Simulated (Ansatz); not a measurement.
# CH5F3GaN: a spread of methods and bases

Aim: run CH5F3GaN under a spread of inputs, and see what each costs and gives.

Method: the settings change from run to run; program: Ansatz 0.2.0, Gaussian basis.

## 1. The geometry

The geometry comes from an earlier relaxation with PBE0-D4 in a triple-zeta def2 set; it is a stationary point, not always the lowest conformer.

SMILES `C[NH2+][Ga-]([F])([F])[F]`, 11 atoms, charge 0, spin multiplicity 1.

Atoms are counted from 1 here; the program's logs count them from 0.

Bond lengths: C1–N2 1.476 Å, C1–H7 1.091 Å, C1–H8 1.089 Å, C1–H9 1.089 Å, N2–Ga3 2.039 Å, N2–H10 1.016 Å, N2–H11 1.016 Å, Ga3–F4 1.759 Å, Ga3–F5 1.757 Å, Ga3–F6 1.759 Å. Angles: N2–C1–H7 111.6°, N2–C1–H8 108.5°, N2–C1–H9 108.5°, H7–C1–H8 109.8°, H7–C1–H9 109.8°, H8–C1–H9 108.5°, C1–N2–Ga3 112.1°, C1–N2–H10 110.7°, C1–N2–H11 110.7°, Ga3–N2–H10 108.2°, Ga3–N2–H11 108.3°, H10–N2–H11 106.6°, N2–Ga3–F4 100.2°, N2–Ga3–F5 101.7°, N2–Ga3–F6 100.2°, F4–Ga3–F5 116.9°, F4–Ga3–F6 116.0°, F5–Ga3–F6 117.0°.

## 2. revPBE0/6-31G*

Options: charge +1, multiplicity 2, atoms shaken by 0.03 Å, a grid of angular degree 23, the search for lower states set to off.

in.yaml

```yaml
crystal:
  periodic: [false, false, false]
  atoms:
    - {symbol: C, position_ang: [-0.016186, -1.120584, 0.880863]}
    - {symbol: N, position_ang: [0.700813, -0.338452, -0.192476]}
    - {symbol: Ga, position_ang: [-0.484662, 1.329858, -0.683172]}
    - {symbol: F, position_ang: [-1.903830, 0.482290, -1.257035]}
    - {symbol: F, position_ang: [0.637748, 2.045632, -1.975362]}
    - {symbol: F, position_ang: [-0.597050, 2.126466, 0.847079]}
    - {symbol: H, position_ang: [0.587464, -2.030860, 1.161566]}
    - {symbol: H, position_ang: [-0.975670, -1.459345, 0.444209]}
    - {symbol: H, position_ang: [-0.180652, -0.463836, 1.702360]}
    - {symbol: H, position_ang: [1.542763, 0.001652, 0.192753]}
    - {symbol: H, position_ang: [0.865239, -0.909384, -1.033145]}
basis:
  gaussian: {orbitals: "6-31G*", final_grid: {core_spheres: 8, valence_spheres: 7, degree: 23}}
total_charge: 1
magnetization: {spin_polarized: true, initial_magnetization: 1}
hamiltonian: {xc: {name: revPBE0}}
scf: {lower_state_search: off}
output: {forces: true}
```

Run with:

```console
$ ansatz run in.yaml --threads 4 --pin off --events-out ev --progress --plain --max-ram 11315MiB
```

Log, shortened:

```text
Functional definition: revPBE0
  name "revPBE0"
  cite "Zhang & Yang, Phys. Rev. Lett. 80, 890 (1998) doi:10.1103/PhysRevLett.80.890"
  cite "Adamo & Barone, J. Chem. Phys. 110, 6158 (1999) doi:10.1063/1.478522"
  cite "Perdew, Burke & Ernzerhof, Phys. Rev. Lett. 77, 3865 (1996) doi:10.1103/PhysRevLett.77.3865"
[...]
1128 factors; integrals over basis functions are off by at most 8.3e-4 eV
[...]
mean field -63112.98427731 eV, -2319.3593926739 hartree, gradient 1.3e-6 eV, S^2 0.759532; 0 other end points of the search recorded, 0 dependent functions left out
[...]
reference -63112.98433078 eV, -2319.3593946389 hartree; 38, 37 occupied and 82, 83 virtual orbitals, 1128 factors
Total energy: -63112.98433078 eV, -2319.3593946389 hartree
Atom 0 at    -0.016186    -1.120584     0.880863 Å, force    -0.515002    -0.320627    -1.812442 eV/Å
Atom 1 at     0.700813    -0.338452    -0.192476 Å, force    -1.177633    -2.402400     0.596014 eV/Å
Atom 2 at    -0.484662     1.329858    -0.683172 Å, force    -0.551926     1.115548    -0.978767 eV/Å
Atom 3 at    -1.903830     0.482290    -1.257035 Å, force     0.392485    -0.073018    -0.028009 eV/Å
Atom 4 at     0.637748     2.045632    -1.975362 Å, force    -0.465163    -0.688394     0.849779 eV/Å
Atom 5 at    -0.597050     2.126466     0.847079 Å, force     0.280078    -0.052796     0.109132 eV/Å
Atom 6 at     0.587464    -2.030860     1.161566 Å, force    -0.089510     0.640875    -0.241023 eV/Å
Atom 7 at    -0.975670    -1.459345     0.444209 Å, force     0.369683    -0.012070     0.346853 eV/Å
Atom 8 at    -0.180652    -0.463836     1.702360 Å, force    -0.036074     0.408567     0.972901 eV/Å
Atom 9 at     1.542763     0.001652     0.192753 Å, force     1.772129     1.023270     0.258749 eV/Å
Atom 10 at     0.865239    -0.909384    -1.033145 Å, force     0.020932     0.361047    -0.073186 eV/Å
Dipole moment:     0.972176    -1.403237     0.429060 e Å
Checks for a lower state left out: stability, starts, cluster_reference, orbital_swaps, neighbouring_geometries, increment
```

It took 2.8 s on 4 threads of Arm Neoverse V2, shared host.

Largest force 2.741 eV/Å, ⟨S²⟩ 0.760.

## 3. PBE/x2c-TZVPPall

Options: charge +1, multiplicity 2.

in.yaml

```yaml
crystal:
  periodic: [false, false, false]
  atoms:
    - {symbol: C, position_ang: [-0.023278, -1.114445, 0.848253]}
    - {symbol: N, position_ang: [0.655543, -0.297038, -0.176696]}
    - {symbol: Ga, position_ang: [-0.448863, 1.329537, -0.717785]}
    - {symbol: F, position_ang: [-1.905362, 0.535930, -1.304381]}
    - {symbol: F, position_ang: [0.588792, 2.079055, -1.920771]}
    - {symbol: F, position_ang: [-0.585136, 2.143163, 0.836168]}
    - {symbol: H, position_ang: [0.574648, -1.981677, 1.131173]}
    - {symbol: H, position_ang: [-0.982463, -1.441472, 0.449942]}
    - {symbol: H, position_ang: [-0.205774, -0.491178, 1.722264]}
    - {symbol: H, position_ang: [1.556074, 0.028572, 0.162397]}
    - {symbol: H, position_ang: [0.841019, -0.847548, -1.010064]}
basis:
  gaussian: {orbitals: x2c-TZVPPall}
total_charge: 1
magnetization: {spin_polarized: true, initial_magnetization: 1}
hamiltonian: {xc: {name: PBE}}
```

Launched as before.

Log, shortened:

```text
Functional definition: PBE
  name "PBE"
  cite "Perdew, Burke & Ernzerhof, Phys. Rev. Lett. 77, 3865 (1996) doi:10.1103/PhysRevLett.77.3865"
  parent pbe
[...]
1460 factors; their error is unknown
[...]
mean field -63642.65629709 eV, -2338.8244803761 hartree, gradient 2.3e-6 eV, S^2 0.752152; 10 other end points of the search recorded, 0 dependent functions left out
reference -63642.65633574 eV, -2338.8244817967 hartree; 38, 37 occupied and 235, 236 virtual orbitals, 1460 factors
Total energy: -63642.65633574 eV, -2338.8244817967 hartree
Relativity: scalar
```

Wall time 22 s (4 threads of Arm Neoverse V2, shared host); peak memory 1 GiB.

⟨S²⟩ 0.752.

## 4. wB97M-V/def2-SVPD

Set apart from the defaults: charge +1, multiplicity 2, relativity set to scalar.

in.yaml: that of step 3 with these lines changed.

```diff
@@ -15,5 +15,5 @@
 basis:
-  gaussian: {orbitals: x2c-TZVPPall}
+  gaussian: {orbitals: def2-SVPD}
 total_charge: 1
 magnetization: {spin_polarized: true, initial_magnetization: 1}
-hamiltonian: {xc: {name: PBE}}
+hamiltonian: {xc: {name: wB97M-V}, pseudopotentials: {relativity: scalar}}
```

Launched as before.

Log, shortened:

```text
Functional definition: wB97M-V
  name "wB97M-V"
  cite "Mardirossian & Head-Gordon, J. Chem. Phys. 144, 214110 (2016) doi:10.1063/1.4952647"
  cite "Becke, J. Chem. Phys. 107, 8554 (1997) doi:10.1063/1.475007"
  cite "Vydrov & Van Voorhis, J. Chem. Phys. 133, 244103 (2010) doi:10.1063/1.3521275"
  # Of w^i u^j: cxij and so on, Table III.
[...]
  gx(w, u) = 1 - cx + cx01*u + cx10*w
  gss(w, u) = css00 + css04*u^4 + css10*w + css20*w^2 + css43*w^4*u^3
  gos(w, u) = cos00 + cos10*w + (cos20 + cos21*u)*w^2 + (cos60 + cos61*u)*w^6
[...]
      + integral(e_c_pw_mod_opposite_spin*gos(b97_w_opposite, b97_u_opposite)) + vv10(b, c)
1661 factors; their error is unknown
597 factors; integrals over basis functions are off by at most 1.4e-5 eV
[...]
mean field -63526.15565469 eV, -2334.5431607348 hartree, gradient 3.0e-5 eV, S^2 0.758942; 6 other end points of the search recorded, 0 dependent functions left out
reference -63526.15572346 eV, -2334.5431632621 hartree; 38, 37 occupied and 149, 150 virtual orbitals, 1661 factors
Total energy: -63526.15572346 eV, -2334.5431632621 hartree
Relativity: scalar
```

It took 70 s on 4 threads of Arm Neoverse V2, shared host; peak memory 1.8 GiB.

⟨S²⟩ 0.759.

## 5. wB97X-V/def2-TZVPD

Options: high accuracy.

in.yaml: that of step 4 with these lines changed.

```diff
@@ -15,5 +15,5 @@
 basis:
-  gaussian: {orbitals: def2-SVPD}
-total_charge: 1
-magnetization: {spin_polarized: true, initial_magnetization: 1}
-hamiltonian: {xc: {name: wB97M-V}, pseudopotentials: {relativity: scalar}}
+  gaussian: {orbitals: def2-TZVPD}
+hamiltonian: {xc: {name: wB97X-V}}
+accuracy: high
+output: {forces: true}
```

The command is unchanged.

Log, shortened:

```text
Functional definition: wB97X-V
  name "wB97X-V"
  cite "Mardirossian & Head-Gordon, Phys. Chem. Chem. Phys. 16, 9904 (2014) doi:10.1039/C3CP54374A"
  cite "Becke, J. Chem. Phys. 107, 8554 (1997) doi:10.1063/1.475007"
  cite "Vydrov & Van Voorhis, J. Chem. Phys. 133, 244103 (2010) doi:10.1063/1.3521275"
[...]
      + integral(e_c_pw_opposite_spin*poly(b97_u_opposite, cos0, cos1)) + vv10(b, c)
4739 factors; integrals over basis functions are off by at most 6.7e-9 eV
675 factors; integrals over basis functions are off by at most 2.1e-9 eV
[...]
mean field -63138.55591877 eV, -2320.2991331643 hartree, gradient 4.6e-8 eV, S^2 0.000000; 0 other end points of the search recorded, 0 dependent functions left out
[...]
reference -63138.55591851 eV, -2320.2991331548 hartree; 38, 38 occupied and 255, 255 virtual orbitals, 4739 factors
Total energy: -63138.55591851 eV, -2320.2991331548 hartree
[...]
Atom 1 at     0.655543    -0.297038    -0.176696 Å, force     0.033250     0.169769    -0.147420 eV/Å
Atom 2 at    -0.448863     1.329537    -0.717785 Å, force     0.034122    -0.054183     0.019643 eV/Å
Atom 3 at    -1.905362     0.535930    -1.304381 Å, force    -0.081181    -0.043427    -0.032059 eV/Å
Atom 4 at     0.588792     2.079055    -1.920771 Å, force     0.058043     0.043694    -0.068483 eV/Å
Atom 5 at    -0.585136     2.143163     0.836168 Å, force    -0.008592     0.045405     0.086037 eV/Å
Atom 6 at     0.574648    -1.981677     1.131173 Å, force     0.030980    -0.032775     0.005286 eV/Å
Atom 7 at    -0.982463    -1.441472     0.449942 Å, force    -0.049511    -0.023122    -0.021167 eV/Å
Atom 8 at    -0.205774    -0.491178     1.722264 Å, force    -0.006076     0.030491     0.049707 eV/Å
Atom 9 at     1.556074     0.028572     0.162397 Å, force     0.074151     0.019227     0.023011 eV/Å
Atom 10 at     0.841019    -0.847548    -1.010064 Å, force     0.021784    -0.044635    -0.062399 eV/Å
Dipole moment:     0.700690    -1.133746     0.419115 e Å
```

It took 64 s on 4 threads of Arm Neoverse V2, shared host; peak memory 3.4 GiB.

Largest force 0.227 eV/Å, dipole 6.71 D.

## 6. B3LYP/def2-mTZVP

This run has coordinates scaled by 1.12, D3(BJ) with three-body dispersion, high accuracy.

in.yaml

```yaml
crystal:
  periodic: [false, false, false]
  atoms:
    - {symbol: C, position_ang: [-0.026072, -1.248178, 0.950044]}
    - {symbol: N, position_ang: [0.734208, -0.332682, -0.197900]}
    - {symbol: Ga, position_ang: [-0.502726, 1.489081, -0.803920]}
    - {symbol: F, position_ang: [-2.134005, 0.600242, -1.460907]}
    - {symbol: F, position_ang: [0.659448, 2.328541, -2.151263]}
    - {symbol: F, position_ang: [-0.655353, 2.400343, 0.936508]}
    - {symbol: H, position_ang: [0.643606, -2.219478, 1.266914]}
    - {symbol: H, position_ang: [-1.100358, -1.614449, 0.503935]}
    - {symbol: H, position_ang: [-0.230466, -0.550120, 1.928935]}
    - {symbol: H, position_ang: [1.742803, 0.032000, 0.181885]}
    - {symbol: H, position_ang: [0.941942, -0.949254, -1.131271]}
basis:
  gaussian: {orbitals: def2-mTZVP}
hamiltonian: {xc: {name: B3LYP}, dispersion: d3bjatm}
accuracy: high
```

Same command.

Log, shortened:

```text
Functional definition: B3LYP
  name "B3LYP"
  cite "Stephens, Devlin, Chabalowski & Frisch, J. Phys. Chem. 98, 11623 (1994) doi:10.1021/j100096a001"
  cite "Becke, Phys. Rev. A 38, 3098 (1988) doi:10.1103/PhysRevA.38.3098"
  cite "Lee, Yang & Parr, Phys. Rev. B 37, 785 (1988) doi:10.1103/PhysRevB.37.785"
  cite "Vosko, Wilk & Nusair, Can. J. Phys. 58, 1200 (1980) doi:10.1139/p80-159"
[...]
2921 factors; integrals over basis functions are off by at most 5.8e-8 eV
[...]
mean field -63144.74803083 eV, -2320.5266890856 hartree, gradient 5.8e-8 eV, S^2 0.000000; 0 other end points of the search recorded, 0 dependent functions left out
reference -63144.74807867 eV, -2320.5266908435 hartree; 38, 38 occupied and 108, 108 virtual orbitals, 2921 factors
Total energy: -63145.05949966 eV, -2320.5381353539 hartree
```

It took 4.5 s on 4 threads of Arm Neoverse V2, shared host; peak memory 0.75 GiB.

## 7. RPBE/pcseg-2

Set apart from the defaults: atoms shaken by 0.03 Å, a grid of angular degree 11.

in.yaml

```yaml
crystal:
  periodic: [false, false, false]
  atoms:
    - {symbol: C, position_ang: [-0.042565, -1.054972, 0.877655]}
    - {symbol: N, position_ang: [0.634826, -0.294333, -0.149601]}
    - {symbol: Ga, position_ang: [-0.484511, 1.323344, -0.741839]}
    - {symbol: F, position_ang: [-1.900157, 0.543739, -1.340846]}
    - {symbol: F, position_ang: [0.619591, 2.167931, -1.879465]}
    - {symbol: F, position_ang: [-0.654918, 2.149296, 0.830788]}
    - {symbol: H, position_ang: [0.560569, -1.946641, 1.121283]}
    - {symbol: H, position_ang: [-0.922319, -1.411448, 0.432314]}
    - {symbol: H, position_ang: [-0.183985, -0.478003, 1.737144]}
    - {symbol: H, position_ang: [1.560473, 0.009004, 0.123855]}
    - {symbol: H, position_ang: [0.849981, -0.797640, -1.012509]}
basis:
  gaussian: {orbitals: pcseg-2, final_grid: {core_spheres: 5, valence_spheres: 4, degree: 11}}
hamiltonian: {xc: {name: RPBE}}
output: {forces: true}
```

Launched as before.

Log, shortened:

```text
Functional definition: RPBE
  name "RPBE"
  cite "Hammer, Hansen & Nørskov, Phys. Rev. B 59, 7413 (1999) doi:10.1103/PhysRevB.59.7413"
  cite "Perdew, Burke & Ernzerhof, Phys. Rev. Lett. 77, 3865 (1996) doi:10.1103/PhysRevLett.77.3865"
[...]
1415 factors; their error is unknown
[...]
mean field -63144.11880515 eV, -2320.5035654682 hartree, gradient 1.4e-5 eV, S^2 0.000000; 0 other end points of the search recorded, 0 dependent functions left out
[...]
reference -63144.11885292 eV, -2320.5035672239 hartree; 38, 38 occupied and 225, 225 virtual orbitals, 1415 factors
Total energy: -63144.11885292 eV, -2320.5035672239 hartree
Atom 0 at    -0.042565    -1.054972     0.877655 Å, force     1.753690    -2.041822    -0.822614 eV/Å
Atom 1 at     0.634826    -0.294333    -0.149601 Å, force     0.455555     1.205109    -1.221099 eV/Å
Atom 2 at    -0.484511     1.323344    -0.741839 Å, force     1.285481     1.131178     0.277141 eV/Å
Atom 3 at    -1.900157     0.543739    -1.340846 Å, force    -1.520727    -0.718209    -0.739491 eV/Å
Atom 4 at     0.619591     2.167931    -1.879465 Å, force     0.041572    -0.107806    -0.026854 eV/Å
Atom 5 at    -0.654918     2.149296     0.830788 Å, force    -0.049103     0.042223     0.280228 eV/Å
Atom 6 at     0.560569    -1.946641     1.121283 Å, force    -0.001659     0.011624     0.335562 eV/Å
Atom 7 at    -0.922319    -1.411448     0.432314 Å, force    -1.822517    -0.405171    -0.180532 eV/Å
Atom 8 at    -0.183985    -0.478003     1.737144 Å, force    -0.451500     1.031676     1.562243 eV/Å
Atom 9 at     1.560473     0.009004     0.123855 Å, force     0.589204     0.361277     0.516647 eV/Å
Atom 10 at     0.849981    -0.797640    -1.012509 Å, force    -0.279997    -0.510080     0.018770 eV/Å
Dipole moment:     0.652514    -1.185673     0.362973 e Å
```

Wall time 2.4 s (4 threads of Arm Neoverse V2, shared host); peak memory 0.71 GiB.

Largest force 2.814 eV/Å, dipole 6.73 D.

## 8. wB97/def2-TZVP

This run has charge -1, multiplicity 2, the search for lower states set to full.

in.yaml

```yaml
crystal:
  periodic: [false, false, false]
  atoms:
    - {symbol: C, position_ang: [-0.023278, -1.114445, 0.848253]}
    - {symbol: N, position_ang: [0.655543, -0.297038, -0.176696]}
    - {symbol: Ga, position_ang: [-0.448863, 1.329537, -0.717785]}
    - {symbol: F, position_ang: [-1.905362, 0.535930, -1.304381]}
    - {symbol: F, position_ang: [0.588792, 2.079055, -1.920771]}
    - {symbol: F, position_ang: [-0.585136, 2.143163, 0.836168]}
    - {symbol: H, position_ang: [0.574648, -1.981677, 1.131173]}
    - {symbol: H, position_ang: [-0.982463, -1.441472, 0.449942]}
    - {symbol: H, position_ang: [-0.205774, -0.491178, 1.722264]}
    - {symbol: H, position_ang: [1.556074, 0.028572, 0.162397]}
    - {symbol: H, position_ang: [0.841019, -0.847548, -1.010064]}
basis:
  gaussian: {orbitals: def2-TZVP}
total_charge: -1
magnetization: {spin_polarized: true, initial_magnetization: 1}
hamiltonian: {xc: {name: wB97}}
scf: {lower_state_search: full}
output: {forces: true}
```

Same command.

Log, shortened:

```text
Functional definition: wB97
  name "wB97"
  cite "Chai & Head-Gordon, J. Chem. Phys. 128, 084106 (2008) doi:10.1063/1.2834918"
  cite "Becke, J. Chem. Phys. 107, 8554 (1997) doi:10.1063/1.475007"
[...]
  # The coefficients of nought are those of the uniform gas.
[...]
      + integral(e_c_pw_opposite_spin*poly(b97_u_opposite, 1, cos1, cos2, cos3, cos4))
1391 factors; their error is unknown
424 factors; integrals over basis functions are off by at most 1.2e-5 eV
[...]
mean field -63147.77645179 eV, -2320.6379815029 hartree, gradient 5.7e-5 eV, S^2 0.751519; 8 other end points of the search recorded, 0 dependent functions left out
[...]
reference -63147.77644797 eV, -2320.6379813625 hartree; 39, 38 occupied and 194, 195 virtual orbitals, 1391 factors
Total energy: -63147.77644797 eV, -2320.6379813625 hartree
Atom 0 at    -0.023278    -1.114445     0.848253 Å, force    -0.144102    -0.122043     0.178832 eV/Å
Atom 1 at     0.655543    -0.297038    -0.176696 Å, force    -1.153355     0.384641     0.415849 eV/Å
Atom 2 at    -0.448863     1.329537    -0.717785 Å, force     0.976162    -1.078954     0.209698 eV/Å
Atom 3 at    -1.905362     0.535930    -1.304381 Å, force    -1.234872    -0.222141    -0.429248 eV/Å
Atom 4 at     0.588792     2.079055    -1.920771 Å, force     0.432304     0.800476    -0.867465 eV/Å
Atom 5 at    -0.585136     2.143163     0.836168 Å, force    -0.374093     0.826712     0.966361 eV/Å
Atom 6 at     0.574648    -1.981677     1.131173 Å, force     0.157749    -0.087922    -0.030873 eV/Å
Atom 7 at    -0.982463    -1.441472     0.449942 Å, force    -0.099721    -0.053501    -0.096236 eV/Å
Atom 8 at    -0.205774    -0.491178     1.722264 Å, force     0.024750     0.099626     0.107706 eV/Å
Atom 9 at     1.556074     0.028572     0.162397 Å, force     1.096134     0.202002     0.408558 eV/Å
Atom 10 at     0.841019    -0.847548    -1.010064 Å, force     0.319044    -0.748896    -0.863184 eV/Å
Dipole moment:    -0.264247    -0.160680     0.281529 e Å
```

It took 41 s on 4 threads of Arm Neoverse V2, shared host; peak memory 1 GiB.

Largest force 1.470 eV/Å, ⟨S²⟩ 0.752.

## 9. HF/cc-pVTZ

This run has charge +1, multiplicity 2, high accuracy.

in.yaml: that of step 8 with these lines changed.

```diff
@@ -15,7 +15,6 @@
 basis:
-  gaussian: {orbitals: def2-TZVP}
-total_charge: -1
+  gaussian: {orbitals: cc-pVTZ}
+total_charge: 1
 magnetization: {spin_polarized: true, initial_magnetization: 1}
-hamiltonian: {xc: {name: wB97}}
-scf: {lower_state_search: full}
-output: {forces: true}
+hamiltonian: {xc: {name: HF}}
+accuracy: high
```

The command is unchanged.

Log, shortened:

```text
Functional definition: HF
  name "HF"
  cite "Fock, Z. Phys. 61, 126 (1930) doi:10.1007/BF01340294"
  parent pbe
[...]
4625 factors; integrals over basis functions are off by at most 1.7e-8 eV
[...]
mean field -63041.22855996 eV, -2316.7224186990 hartree, gradient 2.4e-8 eV, S^2 0.754218; 4 other end points of the search recorded, 0 dependent functions left out
reference -63041.22855996 eV, -2316.7224186990 hartree; 38, 37 occupied and 225, 226 virtual orbitals, 4625 factors
Total energy: -63041.22855996 eV, -2316.7224186990 hartree
```

Wall time 2.1 min (4 threads of Arm Neoverse V2, shared host); peak memory 2.5 GiB.

⟨S²⟩ 0.754.

## 10. r2SCANh/def2-mTZVPP

Options: unrestricted orbitals, atoms shaken by 0.15 Å, a point charge of -1.00 e beside it, D3(BJ) with three-body dispersion.

in.yaml

```yaml
crystal:
  periodic: [false, false, false]
  atoms:
    - {symbol: C, position_ang: [-0.109517, -1.203493, 0.906148]}
    - {symbol: N, position_ang: [0.588913, -0.658933, -0.280341]}
    - {symbol: Ga, position_ang: [-0.535871, 1.625836, -0.584608]}
    - {symbol: F, position_ang: [-2.039793, 0.554634, -1.329728]}
    - {symbol: F, position_ang: [0.467385, 2.245535, -2.018601]}
    - {symbol: F, position_ang: [-0.592780, 2.151818, 0.916987]}
    - {symbol: H, position_ang: [0.192357, -2.028303, 1.154006]}
    - {symbol: H, position_ang: [-1.006895, -1.250394, 0.618138]}
    - {symbol: H, position_ang: [-0.162630, -0.715780, 1.671245]}
    - {symbol: H, position_ang: [1.522071, -0.031310, 0.266556]}
    - {symbol: H, position_ang: [1.128559, -0.857717, -0.918999]}
basis:
  gaussian: {orbitals: def2-mTZVPP, point_charges: [{charge: -1.00, position_ang: [4.900, -0.900, 0.641]}]}
magnetization: {spin_polarized: true, initial_magnetization: 0}
hamiltonian: {xc: {name: r2SCANh}, dispersion: d3bjatm}
```

The command is unchanged.

Log, shortened:

```text
Functional definition: r2SCANh
  name "r2SCANh"
  cite "Bursch, Neugebauer, Ehlert & Grimme, J. Chem. Phys. 156, 134105 (2022) doi:10.1063/5.0086040"
  cite "Furness, Kaplan, Ning, Perdew & Sun, J. Phys. Chem. Lett. 11, 8208 (2020) doi:10.1021/acs.jpclett.0c02405"
  cite "Furness, Kaplan, Ning, Perdew & Sun, J. Phys. Chem. Lett. 11, 9248 (2020) doi:10.1021/acs.jpclett.0c03077"
  parent r2scan
[...]
1473 factors; their error is unknown
[...]
mean field -63134.63211365 eV, -2320.1549359862 hartree, gradient 9.2e-6 eV, S^2 0.000000; 0 other end points of the search recorded, 0 dependent functions left out
reference -63134.63212544 eV, -2320.1549364193 hartree; 38, 38 occupied and 138, 138 virtual orbitals, 1473 factors
Total energy: -63134.68886066 eV, -2320.1570214001 hartree
```

It took 7 s on 4 threads of Arm Neoverse V2, shared host; peak memory 0.77 GiB.

⟨S²⟩ 0.000.

## 11. All runs side by side

| level | charge | multiplicity | geometry | functions | energy (eV) | time |
| --- | --- | --- | --- | --- | --- | --- |
| revPBE0/6-31G* | 1 | 2 | shaken | 120 | -63112.984 | 2.8 s |
| PBE/x2c-TZVPPall | 1 | 2 | relaxed | 273 | -63642.656 | 22 s |
| wB97M-V/def2-SVPD | 1 | 2 | relaxed | 187 | -63526.156 | 70 s |
| wB97X-V/def2-TZVPD | 0 | 1 | relaxed | 293 | -63138.556 | 64 s |
| B3LYP/def2-mTZVP | 0 | 1 | scaled | 146 | -63145.059 | 4.5 s |
| RPBE/pcseg-2 | 0 | 1 | shaken | 263 | -63144.119 | 2.4 s |
| wB97/def2-TZVP | -1 | 2 | relaxed | 233 | -63147.776 | 41 s |
| HF/cc-pVTZ | 1 | 2 | relaxed | 263 | -63041.229 | 2.1 min |
| r2SCANh/def2-mTZVPP | 0 | 1 | shaken, point charge | 176 | -63134.689 | 7 s |

## 12. What came out

| quantity | value |
| --- | --- |
| runs | 9 |
| quickest | RPBE/pcseg-2, 2.4 s |
| slowest | HF/cc-pVTZ, 2.1 min |

**Reading.** The runs differ in state or geometry as well as level, so their energies can't be set against each other. HF/cc-pVTZ took 54 times as long as RPBE/pcseg-2. The jobs differ in tasks and options as well as level. At the PBE0-D4/def2-TZVP geometry and in the same state, runs without warnings or point charges leave forces up to 0.23 eV/Å (wB97X-V/def2-TZVPD), against 2.8 eV/Å where the atoms were moved.
